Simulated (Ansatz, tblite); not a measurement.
# CoMe2 (C2H6Co): rung by rung

Aim: run the quartet of CoMe2 (C2H6Co) at one geometry on many levels, and compare frontier levels, spin and run time.

Computed with Ansatz 0.2.0, Gaussian basis. Level: as each input shows.

Plan: GFN1-xTB, GFN2-xTB, PBE-D4/def2-TZVP, r2SCAN-D4/def2-TZVP, B3LYP-D4/def2-TZVP, BHLYP-D4/def2-TZVP, PBE-QIDH/def2-TZVP, LDA/def2-TZVP, LC-ωPBE/def2-TZVP, LC-ωPBE(0.10)/def2-TZVP, LC-ωPBE(0.15)/def2-TZVP, LC-ωPBE(0.20)/def2-TZVP, LC-ωPBE(0.30)/def2-TZVP, PBE-D4/def2-SVP, PBE0-D4/def2-SVP, HF/STO-3G, CCSD(T)/def2-TZVP, RPA/def2-TZVP.

## (1) The relaxed structure

The geometry is that of the quartet, from an earlier relaxation (PBE0-D4/def2-TZVP).

9 atoms, charge 0, spin multiplicity 4.

Bond lengths: Co1–C2 1.981 Å, Co1–C6 1.981 Å, C2–H3 1.095 Å, C2–H4 1.097 Å, C2–H5 1.095 Å, C6–H7 1.096 Å, C6–H8 1.097 Å, C6–H9 1.095 Å. Angles: C2–Co1–C6 146.1°, Co1–C2–H3 111.2°, Co1–C2–H4 111.5°, Co1–C2–H5 111.1°, H3–C2–H4 107.4°, H3–C2–H5 108.0°, H4–C2–H5 107.5°, Co1–C6–H7 111.1°, Co1–C6–H8 111.5°, Co1–C6–H9 111.3°, H7–C6–H8 107.4°, H7–C6–H9 108.0°, H8–C6–H9 107.4°.

Formally the metal is d7. No spin-orbit coupling is included.

PBE0-D4/def2-TZVP was run before; its log isn't repeated, and its numbers join the tables.

## (2) GFN1-xTB

Tight binding, by tblite at 300 K electronic temperature and without a spin-polarisation term:

```python
tblite.interface.Calculator('GFN1-xTB', numbers, positions, charge=0, uhf=3).singlepoint()
```

Energy -293.2255 eV; 0.004 s.

## (3) GFN2-xTB

Tight binding, by tblite at 300 K electronic temperature and without a spin-polarisation term:

```python
tblite.interface.Calculator('GFN2-xTB', numbers, positions, charge=0, uhf=3).singlepoint()
```

Energy -294.4763 eV; 0.002 s.

## (4) PBE-D4/def2-TZVP

start.molden holds the orbitals of an earlier run on this state, given as this run's starting guess.

in.yaml reads:

```yaml
crystal:
  periodic: [false, false, false]
  atoms:
    - {symbol: Co, position_ang: [0.498819, -0.315704, -0.003920]}
    - {symbol: C, position_ang: [0.035075, 0.008982, 1.894651]}
    - {symbol: H, position_ang: [-0.000850, 1.081300, 2.115163]}
    - {symbol: H, position_ang: [0.772404, -0.441310, 2.570915]}
    - {symbol: H, position_ang: [-0.942103, -0.420089, 2.141314]}
    - {symbol: C, position_ang: [-0.014209, -0.021119, -1.894361]}
    - {symbol: H, position_ang: [-1.004426, -0.440469, -2.103653]}
    - {symbol: H, position_ang: [0.695780, -0.497980, -2.581956]}
    - {symbol: H, position_ang: [-0.040490, 1.046390, -2.138153]}
basis:
  gaussian: {orbitals: def2-TZVP, initial_orbitals: start.molden}
magnetization: {spin_polarized: true, initial_magnetization: 3}
hamiltonian: {xc: pbe, dispersion: d4}
scf: {omitted_lower_state_checks: [starts]}
output: {orbitals: {seedname: orbitals}}
```

Run with:

```bash
$ ansatz run in.yaml --threads 4 --pin off --events-out ev --progress --plain --max-ram 3916MiB
```

Further steps of the session: r2SCAN-D4/def2-TZVP; B3LYP-D4/def2-TZVP; BHLYP-D4/def2-TZVP; PBE-QIDH/def2-TZVP; LDA/def2-TZVP; LC-ωPBE/def2-TZVP; LC-ωPBE(0.10)/def2-TZVP; LC-ωPBE(0.15)/def2-TZVP; LC-ωPBE(0.20)/def2-TZVP; LC-ωPBE(0.30)/def2-TZVP; PBE-D4/def2-SVP; PBE0-D4/def2-SVP; HF/STO-3G; CCSD(T)/def2-TZVP; RPA/def2-TZVP.

Q: Predict the results of all the runs planned. Wanted: gap in def2-TZVP, named functionals, smallest and largest; gap over the ω; correlation energy, CCSD(T)/def2-TZVP; binding an atom, CCSD(T)/def2-TZVP; ⟨S²⟩ in def2-TZVP, named functionals, smallest and largest; PBE0 total energy, smallest basis above largest.

**Answer**, as computed:

| quantity | value |
| --- | --- |
| gap in def2-TZVP, named functionals, smallest and largest | 0.19 eV (LDA), 8.97 eV (LC-ωPBE) |
| gap over the ω (1/bohr) | 3.81 eV at 0.1, 8.97 eV at 0.4 |
| correlation energy, CCSD(T)/def2-TZVP | -24.15 eV |
| binding an atom, CCSD(T)/def2-TZVP | 3.334 eV |
| ⟨S²⟩ in def2-TZVP, named functionals, smallest and largest | 3.757, 3.768 |
| PBE0 total energy, smallest basis above largest | 7.69 eV (def2-SVP, def2-TZVP) |

**Reading.** Orbital gaps of the named functionals in def2-TZVP span 0.19 eV (LDA) to 8.97 eV (LC-ωPBE); exact exchange widens it. Raising the ω (1/bohr) from 0.1 to 0.4 moves the HOMO by -2.61 eV and the LUMO by +2.55 eV. The functionals in def2-TZVP miss CCSD(T)/def2-TZVP by +0.076 (BHLYP-D4) to +0.583 eV (LDA) an atom. The reference is CCSD(T) in one finite basis, so it carries an error of its own, often a tenth of an eV or more, and near misses can't be ranked. Over the named functionals in def2-TZVP spin contamination reaches 0.02 (BHLYP-D4), which is small.
